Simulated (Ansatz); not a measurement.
# CH₇N₃W: how energies converge with the basis set

One table from this session's results is given with a row withheld; the runs are named, their logs left out.

Program: Ansatz 0.2.0, Gaussian basis. Level of theory: one geometry, several basis sets. These are calculated values, not measurements.

The runs, in order: PBE0-D4/def2-SVP; ωB97M-V/def2-SVP; PBE0-D4/def2-QZVPP; ωB97M-V/def2-QZVPP; the functionals' def2-TZVPP values are taken from earlier runs.

## Structure used throughout

The geometry comes from an earlier relaxation with PBE0-D4 in a triple-zeta def2 set; it is a stationary point, not always the lowest conformer. W takes the def2 core potential; no spin-orbit term is included.

SMILES `[CH3][W](=[NH])(=[NH])[NH2]`, 12 atoms, charge 0, spin multiplicity 1.

Atoms are counted from 1 here; the program's logs count them from 0.

Bond lengths: C1–W2 2.130 Å, C1–H6 1.093 Å, C1–H7 1.092 Å, C1–H8 1.093 Å, W2–N3 1.755 Å, W2–N4 1.755 Å, W2–N5 1.951 Å, N3–H9 1.008 Å, N4–H10 1.008 Å, N5–H11 1.009 Å, N5–H12 1.009 Å. Angles: W2–C1–H6 110.0°, W2–C1–H7 110.9°, W2–C1–H8 110.0°, H6–C1–H7 108.3°, H6–C1–H8 109.2°, H7–C1–H8 108.3°, C1–W2–N3 104.5°, C1–W2–N4 104.5°, C1–W2–N5 109.1°, N3–W2–N4 116.4°, N3–W2–N5 110.8°, N4–W2–N5 110.8°, W2–N3–H9 156.3°, W2–N4–H10 156.3°, W2–N5–H11 123.4°, W2–N5–H12 123.4°, H11–N5–H12 110.8°.

The first run:

in.yaml reads:

```yaml
crystal:
  periodic: [false, false, false]
  atoms:
    - {symbol: C, position_ang: [-1.553837, 0.689879, 0.448530]}
    - {symbol: W, position_ang: [0.405675, -0.023282, 0.014020]}
    - {symbol: N, position_ang: [1.030360, -0.563509, 1.562826]}
    - {symbol: N, position_ang: [1.219210, 1.347084, -0.721598]}
    - {symbol: N, position_ang: [0.280429, -1.511637, -1.241168]}
    - {symbol: H, position_ang: [-2.151996, -0.108725, 0.895858]}
    - {symbol: H, position_ang: [-1.518205, 1.526019, 1.150254]}
    - {symbol: H, position_ang: [-2.039415, 1.032318, -0.469423]}
    - {symbol: H, position_ang: [1.649671, -0.566768, 2.357582]}
    - {symbol: H, position_ang: [1.910922, 2.075370, -0.801201]}
    - {symbol: H, position_ang: [0.330955, -2.479955, -0.962162]}
    - {symbol: H, position_ang: [0.436231, -1.416785, -2.233517]}
basis:
  gaussian: {orbitals: def2-SVP}
hamiltonian: {xc: pbe0, dispersion: d4}
output: {orbitals: {seedname: orbitals}}
```

On the command line:

```bash
$ ansatz run in.yaml --threads 4 --pin off --events-out ev --progress --plain --max-ram 11315MiB
```

Among the steps run: PBE0-D4 in def2-SVP; ωB97M-V in def2-SVP; PBE0-D4 in def2-QZVPP; ωB97M-V in def2-QZVPP.

One of the session's tables, all rows but one given; the rest of the session is left out.

It belongs to the step «Functionals by basis». 

| functional | basis | HOMO (eV) |
| --- | --- | --- |
| PBE0-D4 | def2-SVP | -7.29 |
| PBE0-D4 | def2-TZVPP | -7.39 |
| PBE0-D4 | def2-QZVPP | ? |
| ωB97M-V | def2-SVP | -9.58 |
| ωB97M-V | def2-TZVPP | -9.69 |
| ωB97M-V | def2-QZVPP | -9.73 |

**Question.** Estimate the row for PBE0-D4, def2-QZVPP.

The run gave: HOMO (eV): -7.43. In the column «HOMO (eV)» it lies between ωB97M-V, def2-SVP (-9.58) and PBE0-D4, def2-TZVPP (-7.39).
